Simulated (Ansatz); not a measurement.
I need a single point of KYO3, space group Pm-3m. Use Ansatz 0.2.0, Python API. Level of theory: r2SCAN, PAW, cutoff 639 eV, 5×5×5 k-points, cold smearing of 0.1 eV, D3BJATM dispersion.

```cif
data_structure
_symmetry_space_group_name_H-M 'P 1'
_symmetry_Int_Tables_number 1
_cell_length_a 4.4975
_cell_length_b 4.4975
_cell_length_c 4.4975
_cell_angle_alpha 90.000
_cell_angle_beta 90.000
_cell_angle_gamma 90.000
_cell_volume 90.98
loop_
_atom_site_label
_atom_site_type_symbol
_atom_site_fract_x
_atom_site_fract_y
_atom_site_fract_z
_atom_site_occupancy
K1 K 0.00000 0.00000 0.00000 1
Y1 Y 0.50000 0.50000 0.50000 1
O1 O 0.50000 0.50000 0.00000 1
O2 O 0.50000 0.00000 0.50000 1
O3 O 0.00000 0.50000 0.50000 1
```

Script `scf_kyo3.py`:
```python
# -*- coding: utf-8 -*-
"""Single point of KYO3."""

from collections import Counter
from dataclasses import dataclass
from pathlib import Path
import json

import ansatz as az
import numpy as np
from pymatgen.core import Structure


@dataclass(frozen=True)
class Options:
    kmesh: tuple[int, ...] = (5, 5, 5)
    functional: str = "r2SCAN"
    dispersion: str = "d3bjatm"
    smearing: str = "cold"
    sigma: float = 0.1
    mixing_beta: float = 0.2
    tolerance: float = 1e-07


settings = Options()

cell = (
    az.Lattice.from_parameters(4.497543, 4.497543, 4.497543, alpha=90.0, beta=90.0, gamma=90.0)
    .atom("K", (0.0, 0.0, 0.0))
    .atom("Y", (0.5, 0.5, 0.5))
    .atom("O", (0.5, 0.5, 0.0))
    .atom("O", (0.5, 0.0, 0.5))
    .atom("O", (0.0, 0.5, 0.5))
)

# functional, basis and sampling
calc = (
    cell.calculation()
    .accuracy("low")
    .kpoints(*settings.kmesh)
    .functional(settings.functional, dispersion=settings.dispersion)
    .occupations(settings.smearing, width=settings.sigma)
    .basis(47 * az.Ry, density_ratio=8)
    .mixing("anderson", beta=settings.mixing_beta)
    .eigensolver("davidson", full_accuracy=True)
    .scf(tolerance=settings.tolerance, lower_state_search="light")
    .density()
    .potential()
    .electron_localization_function()
    .output_files(volumetric_format="npy")
)
planned = calc.session().plan(threads=1)
facts = planned.describe()
print("plan:", facts["n_bands"], "bands,", len(facts["kpoints_frac"]), "k-points, plane waves", facts["n_pw_range"], "grid", facts["fft_dense"])
outcome = planned.execute()
data = outcome.report

n_atoms = len(data["lattice"]["sites"])
print("F =", round(data["free_energy_ev"], 4), "eV for", n_atoms, "atoms")
print("E(sigma -> 0) =", round(data["energy_sigma0_ev"], 4), "eV, TS =", round(data["entropy_ts_ev"], 5), "eV")
print("closed by", data["closed_by"], "after", data["n_iterations"], "iterations")

folder = Path(outcome.write_results("fields"))
print("densities in e/A^3, potentials in eV, ELF without unit")
for name in sorted(p.name for p in folder.glob("*.npy")):
    field = np.load(folder / name)
    print(f"{name:16s} {str(field.shape):16s} min {field.min():10.4f}  mean {field.mean():10.4f}  max {field.max():10.4f}")

rho = outcome.density()
total = sum(ch.density_e_per_ang3 for ch in rho.channels[:2]) if len(rho.channels) < 3 else rho.channels[0].density_e_per_ang3
print("grid", rho.dims, "electrons", round(float(total.mean() * rho.cell_volume_ang3), 4))
profile = total.mean(axis=(0, 2))
print("planar average along grid axis 1 (e/A^3):")
print(np.array2string(profile[:: max(len(profile) // 16, 1)], precision=4))

final = Structure(outcome.lattice.cell_ang, [s.symbol for s in outcome.lattice.sites], [s.position_frac for s in outcome.lattice.sites])
# shortest distances, periodic images included
for index, site in enumerate(final):
    near = final.get_neighbors(site, 4.5)
    edge = 1.15 * min(n.nn_distance for n in near)
    shell = Counter((round(n.nn_distance, 2), n.specie.symbol) for n in near if n.nn_distance < edge)
    print(f"{index:2d} {site.specie.symbol:2s}", ", ".join(f"{count} {symbol} at {d:.2f}" for (d, symbol), count in sorted(shell.items())))

keep = ["free_energy_ev", "energy_sigma0_ev", "fermi_energy_ev", "n_iterations", "converged", "magnetization_mub", "n_kpoints"]
with open("kyo3.json", "w") as handle:
    json.dump({key: data[key] for key in keep}, handle, indent=1)
```

```console
$ python scf_kyo3.py
plan: 24 bands, 10 k-points, plane waves [3287, 3354] grid [54, 54, 54]
F = -7109.9163 eV for 5 atoms
E(sigma -> 0) = -7109.9154 eV, TS = 0.0028 eV
closed by deck_thresholds after 12 iterations
densities in e/A^3, potentials in eV, ELF without unit
elf.npy          (54, 54, 54)     min     0.0047  mean     0.2985  max     0.8792
rho.npy          (54, 54, 54)     min     0.0111  mean     0.4177  max     7.5302
v_es.npy         (54, 54, 54)     min   -56.4447  mean     2.9938  max    10.2364
v_tot.npy        (54, 54, 54)     min   -84.7713  mean    -6.4447  max     7.4460
grid (54, 54, 54) electrons 38.0
planar average along grid axis 1 (e/A^3):
[0.6783 0.5795 0.3478 0.1666 0.0929 0.1067 0.226  0.5024 0.874  1.0486
 0.874  0.5024 0.226  0.1067 0.0929 0.1666 0.3478 0.5795]
 0 K  12 O at 3.18
 1 Y  6 O at 2.25
 2 O  2 Y at 2.25
 3 O  2 Y at 2.25
 4 O  2 Y at 2.25
```

It writes `kyo3.json`:
```json
{
 "free_energy_ev": -7109.916301280193,
 "energy_sigma0_ev": -7109.9153677328,
 "fermi_energy_ev": 3.161101398728655,
 "n_iterations": 12,
 "converged": true,
 "magnetization_mub": 0.0,
 "n_kpoints": 10
}
```

The settings weren't tested for convergence. The run is spin-unpolarised. Dispersion corrections can be off by several per cent in the lattices of metals, and by several GPa in the pressure at a fixed cell. The mesh is modest for a metal, so energies can be off by several to tens of meV an atom and pressures by half a GPa or more; differences at equal mesh fare better. The fields are valence quantities on the plane-wave grid; their values near the nuclei depend on the potentials. This cell is a computed structure, which may not be the phase found in nature. Wall time of the script: 16 s on 1 thread of Arm Neoverse V2, on a shared host, peak memory 0.71 GiB.

(A comment or docstring line of the script was reworded after the run, the code is as it ran; lines on the test bed's own set-up are left out of the output.)
